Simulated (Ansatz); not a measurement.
# BF3H2: the cost of one run

All numbers below are computed with Ansatz 0.2.0 (RKS B3LYP/def2-SVP).

## 1. The system as given

Bond lengths: B1–F3 1.320 Å, B1–F4 1.320 Å, B1–F5 1.620 Å. Angles: F3–B1–F4 120.0°, F3–B1–F5 97.0°, F4–B1–F5 101.2°.

As a file:

```xyz
6

B     0.0000    0.0000    0.0000
H     0.0000    0.0000    1.5400
F     1.1431    0.0000   -0.6600
F    -1.1431    0.0000   -0.6600
F     0.0677   -1.5359    0.5108
H     0.0382   -0.8667    1.4996
```

## 2. A restrained relaxation towards end A

Springs on the bonds that form and break draw the guess towards this end; the thresholds are loose.

The input, input.yaml:

```yaml
crystal:
  periodic: [false, false, false]
  atoms:
    - { symbol: B, position_ang: [0.0, 0.0, 0.0] }
    - { symbol: H, position_ang: [0.0, 0.0, 1.54] }
    - { symbol: F, position_ang: [1.1431, 0.0, -0.66] }
    - { symbol: F, position_ang: [-1.1431, 0.0, -0.66] }
    - { symbol: F, position_ang: [0.0677, -1.5359, 0.5108] }
    - { symbol: H, position_ang: [0.0382, -0.8667, 1.4996] }
basis:
  gaussian: { orbitals: def2-SVP }
hamiltonian:
  xc: b3lyp
relax:
  f_tol: 0.15
  max_steps: 25
  restrain:
    - { distance: [0, 4], at: 2.52, k: 30.0 }
    - { distance: [5, 1], at: 1.86, k: 30.0 }
    - { distance: [0, 1], at: 1.19, k: 30.0 }
    - { distance: [5, 4], at: 0.92, k: 30.0 }
output:
  orbitals: {}
```

Command:

```
$ ansatz run input.yaml --threads 1 --pin off --max-ram 2048MiB --backend cpu --events-out ev --progress --plain --runs-dir out
```

What time and memory should one allow on 1 thread of Arm Neoverse V1, shared host?

About 14 s, with a peak of 0.093 GiB.
